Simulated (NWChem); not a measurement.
# A workflow on [SiF3]− (SMILES F[Si-](F)F), part 2 of 2

NWChem 7.3.0.

## 4. Energy and one-electron properties at S12g/CRENBL (density fitting, core potential) (run 3)

The input, f3si.nw:

```
start f3si
title "F3Si S12g"
memory 2200 mb
charge -1

geometry units angstroms noautosym
 Si   -0.345288    0.369377   -0.323229
 F    -0.389765    0.419274    1.473327
 F     1.444602    0.418435   -0.486089
 F    -0.517524   -1.413113   -0.484111
end

basis spherical
 * library "crenbl ecp"
end

ecp
 Si library "crenbl ecp"
 F library "crenbl ecp"
end

basis "cd basis" spherical
 * library "dgauss a2 dft coulomb fitting"
end

dft
 xc s12g
 grid coarse
 mulliken
 print medium
end

property
 dipole
 mulliken
 quadrupole
 moldenfile
 molden_norm janpa
end

task dft property
```

On the command line:

```
nwchem f3si.nw > f3si.out
```

What it wrote:

```text
Northwest Computational Chemistry Package (NWChem) 7.3.0
             --------------------------------------------------------

           Job information
           ---------------

    nwchem branch   = 7.3.0
    use scalapack   = T
    input           = f3si.nw
    prefix          = f3si.
    data base       = ./f3si.db
    status          = startup
    nproc           =        1

           Memory information
           ------------------

    heap     =     72089594 doubles =      550.0 Mbytes
    stack    =     72089599 doubles =      550.0 Mbytes
    global   =    144179200 doubles =     1100.0 Mbytes (distinct from heap & stack)
    total    =    288358393 doubles =     2200.0 Mbytes
    verify   = yes
    hardfail = no

           Directory information
           ---------------------

  0 permanent = .
  0 scratch   = .

                                NWChem Input Module
                                -------------------

                                     F3Si S12g
                                     ---------

 Scaling coordinates for geometry "geometry" by  1.889725989
 (inverse scale =  0.529177249)

          ------
          auto-z
          ------
  Looking for out-of-plane bends
  no constraints, skipping    0.0000000000000000
  no constraints, skipping    0.0000000000000000

                             Geometry "geometry" -> ""
                             -------------------------

 Output coordinates in angstroms (scale by  1.889725989 to convert to a.u.)

  No.       Tag          Charge          X              Y              Z
 ---- ---------------- ---------- -------------- -------------- --------------
    1 Si                  14.0000    -0.34533154     0.36955646    -0.32330063
    2 F                    9.0000    -0.38980854     0.41945346     1.47325537
    3 F                    9.0000     1.44455846     0.41861446    -0.48616063
    4 F                    9.0000    -0.51756754    -1.41293354    -0.48418263

      Atomic Mass
      -----------

      Si                27.976930
      F                 18.998400

 Effective nuclear repulsion energy (a.u.)     159.1627439623

            Nuclear Dipole moment (a.u.)
            ----------------------------
        X                 Y               Z
 ---------------- ---------------- ----------------
    -0.0000000000    -0.0000000000     0.0000000000

                                Z-matrix (autoz)
                                --------

 Units are Angstrom for bonds and degrees for angles

      Type          Name      I     J     K     L     M      Value
      ----------- --------  ----- ----- ----- ----- ----- ----------
    1 Stretch                  1     2                       1.79780
    2 Stretch                  1     3                       1.79795
    3 Stretch                  1     4                       1.79800
    4 Bend                     2     1     3                96.56842
    5 Bend                     2     1     4                96.57833
    6 Bend                     3     1     4                96.56373

            XYZ format geometry
            -------------------
     4
 geometry
 Si                   -0.34533154     0.36955646    -0.32330063
 F                    -0.38980854     0.41945346     1.47325537
 F                     1.44455846     0.41861446    -0.48616063
 F                    -0.51756754    -1.41293354    -0.48418263

 ==============================================================================
                                internuclear distances
 ------------------------------------------------------------------------------
       center one      |      center two      | atomic units |  angstroms
 ------------------------------------------------------------------------------
    2 F                |   1 Si               |     3.39735  |     1.79780
    3 F                |   1 Si               |     3.39764  |     1.79795
    4 F                |   1 Si               |     3.39774  |     1.79800
 ------------------------------------------------------------------------------
                         number of included internuclear distances:          3
 ==============================================================================

 ==============================================================================
                                 internuclear angles
 ------------------------------------------------------------------------------
        center 1       |       center 2       |       center 3       |  degrees
 ------------------------------------------------------------------------------
    2 F                |   1 Si               |   3 F                |    96.57
    2 F                |   1 Si               |   4 F                |    96.58
    3 F                |   1 Si               |   4 F                |    96.56
 ------------------------------------------------------------------------------
                            number of included internuclear angles:          3
 ==============================================================================

 Summary of "ao basis" -> "" (spherical)
 ------------------------------------------------------------------------------
       Tag                 Description            Shells   Functions and Types
 ---------------- ------------------------------  ------  ---------------------
 *                         crenbl ecp                 on all atoms

                 ECP       "ecp basis" -> "" (cartesian)
                -----
  [basis functions not shown]

[... 12 lines left out ...]
  convergence criterion.
[... 37 lines left out ...]
  convergence criterion.
[... 18 lines left out ...]
          Convergence on energy requested:  1.00D-07
          Convergence on density requested:  1.00D-05
          Convergence on gradient requested:  5.00D-04
[... 20 lines left out ...]
          Spatial weights used:  Erf1
[... 1 line left out ...]
          Convergence Information
[... 1 line left out ...]
          Convergence aids based upon iterative change in
          total energy or number of iterations.
[... 80 lines left out ...]
   convergence    iter        energy       DeltaE   RMS-Dens  Diis-err    time
[... 13 lines left out ...]
         Total DFT energy =      -76.842521903629
      One electron energy =     -242.737285716806
           Coulomb energy =      127.840650539431
    Exchange-Corr. energy =      -15.649469145187
 Nuclear repulsion energy =       53.704233389911
[... 7 lines left out ...]
                       DFT Final Molecular Orbital Analysis
[... 453 lines left out ...]
     ---------------------------------------------
      Total Density - Mulliken Population Analysis
     ---------------------------------------------

    Atom       Charge   Shell Charges
 -----------   ------   -------------------------------------------------------
    1 Si   4     3.29   0.00 -0.18  1.17  0.87 -0.00 -0.01  0.93  0.50
    2 F    7     7.57  -0.06  0.99  0.47  0.57  0.11  1.09  2.47  1.92
    3 F    7     7.57  -0.06  0.99  0.47  0.57  0.11  1.09  2.47  1.92
    4 F    7     7.57  -0.06  0.99  0.47  0.57  0.11  1.09  2.47  1.92

     -------------------------------------------
      Total Density - Lowdin Population Analysis
     -------------------------------------------

    Atom       Charge   Shell Charges
 -----------   ------   -------------------------------------------------------
    1 Si   4     3.29   0.00  0.00  0.78  0.82  0.00  0.01  0.93  0.74
    2 F    7     7.57   0.00  0.72  0.70  0.50  0.14  1.12  2.42  1.96
    3 F    7     7.57   0.00  0.72  0.70  0.50  0.14  1.12  2.42  1.96
    4 F    7     7.57   0.00  0.72  0.70  0.50  0.14  1.12  2.42  1.96

 center of mass
 --------------
 x =   0.01210466 y =  -0.01295379 z =   0.01133242

 moments of inertia (a.u.)
 ------------------
         362.526537456381         -66.810539499004          58.464358994404
         -66.810539499004         371.586469621672         -62.607426596751
          58.464358994404         -62.607426596751         354.858691921567

     Multipole analysis of the density
     ---------------------------------

     L   x y z        total         alpha         beta         nuclear
     -   - - -        -----         -----         ----         -------
     0   0 0 0     -1.000000    -13.000000    -13.000000     25.000000

     1   1 0 0     -0.186926     -2.341245     -2.341245      4.495565
[... 8 lines of this table left out ...]
     2   0 0 2    -25.494532    -46.506247    -46.506247     67.517962

          -------------
          Dipole Moment
          -------------

 Center of charge (in au) is the expansion point
         X =       0.1798226 Y =      -0.1924371 Z =       0.1683506

   Dipole moment        0.0121840274 A.U.
             DMX       -0.0071030697 DMXEFC        0.0000000000
             DMY        0.0076251302 DMYEFC        0.0000000000
             DMZ       -0.0063130272 DMZEFC        0.0000000000
   -EFC- dipole         0.0000000000 A.U.
   Total dipole         0.0121840274 A.U.

   Dipole moment        0.0309689426 Debye(s)
             DMX       -0.0180543387 DMXEFC        0.0000000000
             DMY        0.0193812943 DMYEFC        0.0000000000
             DMZ       -0.0160462359 DMZEFC        0.0000000000
   -EFC- dipole         0.0000000000 DEBYE(S)
   Total dipole         0.0309689426 DEBYE(S)

 1 a.u. = 2.541766 Debyes

          -----------------
          Quadrupole Moment
          -----------------

 Center of charge (in au) is the expansion point
         X =       0.1798226 Y =      -0.1924371 Z =       0.1683506

 < R**2 > = 266.064219 a.u.  ( 1 a.u. = 0.280023 10**(-16) cm**2 )
 ( also called diamagnetic susceptibility )

   Second moments in atomic units

   Component  Electronic+nuclear     Point charges             Total
  --------------------------------------------------------------------------
      XX          -25.3389203862          0.0000000000        -25.3389203862
      YY          -25.1907076254          0.0000000000        -25.1907076254
      ZZ          -25.4640649156          0.0000000000        -25.4640649156
      XY           -1.0933872710          0.0000000000         -1.0933872710
      XZ            0.9565795031          0.0000000000          0.9565795031
      YZ           -1.0248510907          0.0000000000         -1.0248510907

   Second moments in buckingham(s)

   Component  Electronic+nuclear     Point charges             Total
  --------------------------------------------------------------------------
      XX          -34.0785927555          0.0000000000        -34.0785927555
      YY          -33.8792597832          0.0000000000        -33.8792597832
      ZZ          -34.2469010097          0.0000000000        -34.2469010097
      XY           -1.4705085680          0.0000000000         -1.4705085680
      XZ            1.2865142961          0.0000000000          1.2865142961
      YZ           -1.3783335053          0.0000000000         -1.3783335053

   Quadrupole moments in atomic units

   Component  Electronic+nuclear     Point charges             Total
  --------------------------------------------------------------------------
      XX           -0.0115341157          0.0000000000         -0.0115341157
      YY            0.2107850255          0.0000000000          0.2107850255
      ZZ           -0.1992509098          0.0000000000         -0.1992509098
      XY           -1.6400809065          0.0000000000         -1.6400809065
      XZ            1.4348692546          0.0000000000          1.4348692546
      YZ           -1.5372766361          0.0000000000         -1.5372766361

   Quadrupole moments in buckingham(s)

   Component  Electronic+nuclear     Point charges             Total
  --------------------------------------------------------------------------
      XX           -0.0155123591          0.0000000000         -0.0155123591
      YY            0.2834870994          0.0000000000          0.2834870994
      ZZ           -0.2679747403          0.0000000000         -0.2679747403
[... 4 lines of this table left out ...]
 1 a.u. = 1.344911 Buckinghams = 1.344911 10**(-26) esu*cm**2

          ----------------------------
          Mulliken population analysis
          ----------------------------

 Total      S,P,D,... shell population
 --------------------------------
    Atom          S        P
 --------------------------------------------------------------------------------------
     1 Si     1.86499   1.42676
     2 F      1.97314   5.59624
     3 F      1.97315   5.59628
     4 F      1.97315   5.59628

          ----- Total      gross population on atoms ----

              1  Si  14.0     3.29175
              2  F    9.0     7.56938
              3  F    9.0     7.56943
              4  F    9.0     7.56943

          ----- Bond indices -----
  1- 1   0.00000  1- 2   0.61879  1- 3   0.61877  1- 4   0.61877
  2- 1   0.61879  2- 2   0.00000  2- 3  -0.00130  2- 4  -0.00131
  3- 1   0.61877  3- 2  -0.00130  3- 3   0.00000  3- 4  -0.00129
  4- 1   0.61877  4- 2  -0.00131  4- 3  -0.00129  4- 4   0.00000

 Large bond indices
 ------------------
  1   Si-  2   F    0.61879
  1   Si-  3   F    0.61877
  1   Si-  4   F    0.61877

                                                                Free electrons             Valency
                              Number of         Sum of          + Bond indices         - Bond indices
                Valency     Free electrons    Bond indices     =Mulliken charge     = Net spin population
     1  Si      1.85633        1.43543          1.85633           3.29175                 0.00000
     2  F       0.61617        6.95321          0.61617           7.56938                 0.00000
     3  F       0.61617        6.95326          0.61617           7.56943                -0.00000
     4  F       0.61617        6.95327          0.61617           7.56943                -0.00000
 MOLDEN output will be written to the file ./f3si.molden
  do_norm_janpa  T
  do_norm_nwchem  F
  molden scftype: RHF                  spinref:                     1

 Task  times  cpu:        2.1s     wall:        2.1s
 Total times  cpu:        2.1s     wall:        2.1s
```

Run time: 2.7 s. Hardware: 1 thread of Intel Xeon 6975P-C (Granite Rapids), shared host; peak memory 0.12 GiB.

Atomic charges (e):

```csv
atom,Löwdin
Si1,+0.710
F2,-0.570
F3,-0.570
F4,-0.570
```

## 5. What came out

This closing draws on all 2 parts.

| quantity | value |
| --- | --- |
| run 1, S12g/CRENBL: total energy at the end | -76.84248 Eh |
| run 1, S12g/CRENBL: dispersion energy | -1.71 kJ/mol |
| run 2, S12g/CRENBL: energy of the last displaced shape | -76.84248 Eh |
| run 2, S12g/CRENBL: lowest harmonic wavenumber | 202 cm⁻¹ |
| run 2, S12g/CRENBL: highest harmonic wavenumber | 630 cm⁻¹ |
| run 2, S12g/CRENBL: zero-point energy | 15.2 kJ/mol |
| run 2, S12g/CRENBL: ideal-gas entropy at 298.15 K (symmetry number 3 as used) | 69.2 cal/(mol K) |
| run 3, S12g/CRENBL: total energy | -76.84252 Eh |
| run 3, S12g/CRENBL: HOMO energy | -0.52 eV |
| run 3, S12g/CRENBL: LUMO energy | 4.89 eV |
| run 3, S12g/CRENBL: HOMO–LUMO gap (to an unbound level, set by the basis) | 5.41 eV |

**Reading.** The optimisation (run 1, S12g/CRENBL) took 5 steps and changed the energy by -0.341 eV. All 6 modes (run 2, S12g/CRENBL) are real, so the shape is a minimum at this level.
